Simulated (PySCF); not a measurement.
# A gas-phase reaction: BrGaH2O2 + H3N → GaH4NO2 + BrH

What reaction energy should one expect for `[OH][Ga]([OH])[Br]` + `N` → `[NH2][Ga]([OH])[OH]` + `Br`?

Computed with PySCF 2.14.0; each step states its level. No surroundings beyond the atoms listed, unless a continuum is named. Atoms count from 0, parts from 1.

### Step 1. The system as given

Each species was relaxed by itself at PBE0-D3(BJ)/def2-SVPD.

### Step 2. Reaction energy: wB97M-D3(BJ)/def2-TZVPD

Job settings and geometry (Å):

```
{"job": {"kind": "react", "xc": "wB97M-D3(BJ)", "basis": "def2-TZVPD"}, "charge": 0, "multiplicity": 1}
-1 BrGaH2O2 charge 0 multiplicity 1
O      0.400350     0.158960     1.791530
Ga     0.431560    -0.154360     0.045860
O     -0.998190     0.292030    -0.915860
Br     2.263870    -1.099950    -0.899330
H     -0.419080     0.558960     2.099850
H     -0.940290     0.104700    -1.857110

-1 H3N charge 0 multiplicity 1
N      0.005210    -0.001080     0.284420
H      0.923300    -0.209780    -0.096920
H     -0.638710    -0.690440    -0.092440
H     -0.273940     0.902610    -0.086120

+1 GaH4NO2 charge 0 multiplicity 1
N     -0.512080    -1.217950    -0.990560
Ga     0.039760     0.106520     0.088510
O     -1.154760     0.910500     1.152640
O      1.770200     0.565230     0.050310
H      0.104670    -1.716260    -1.614360
H     -1.467570    -1.538370    -1.035630
H     -0.822700     1.617910     1.709860
H      2.042650     1.272420     0.639040

+1 BrH charge 0 multiplicity 1
Br     0.715080     0.003650     0.007030
H     -0.708590    -0.000580    -0.007300
```

With the program's defaults for keys left out, this is: wB97M-D3(BJ)/def2-TZVPD reaction energy of separated species, gas phase.

Started as:

```
$ OMP_NUM_THREADS=1 python cluster_run.py task.json out
```

One launch serves the whole session: the jobs run in the order shown.

**Question.** The jobs that follow are: PBE0-D3(BJ)/def2-TZVPD reaction energy of separated species, gas phase. Predict: reaction energy (wB97M-D3(BJ)/def2-TZVPD); ΔH, ΔG at 298 K (xTB thermal terms). Thermal terms come from harmonic xTB runs on each species.

The runs gave:

| quantity | value |
| --- | --- |
| reaction energy (wB97M-D3(BJ)/def2-TZVPD) | 22.14 kcal/mol |
| ΔH, ΔG at 298 K (xTB thermal terms) | +18.4, +18.2 kcal/mol |
| range of the reaction energy over the runs of this table | 22.14 to 23.52 kcal/mol |

The reaction is endothermic by 18.4 kcal/mol in the gas phase; dispersion gives -0.11, and xTB itself gave 29.66 for the electronic energy (xTB energies and thermal terms come from the earlier relaxation of each species, not shown). No barrier was sought. The reaction energy runs from 22.14 (wB97M-D3(BJ)/def2-TZVPD) to 23.52 kcal/mol (PBE0-D3(BJ)/def2-TZVPD).
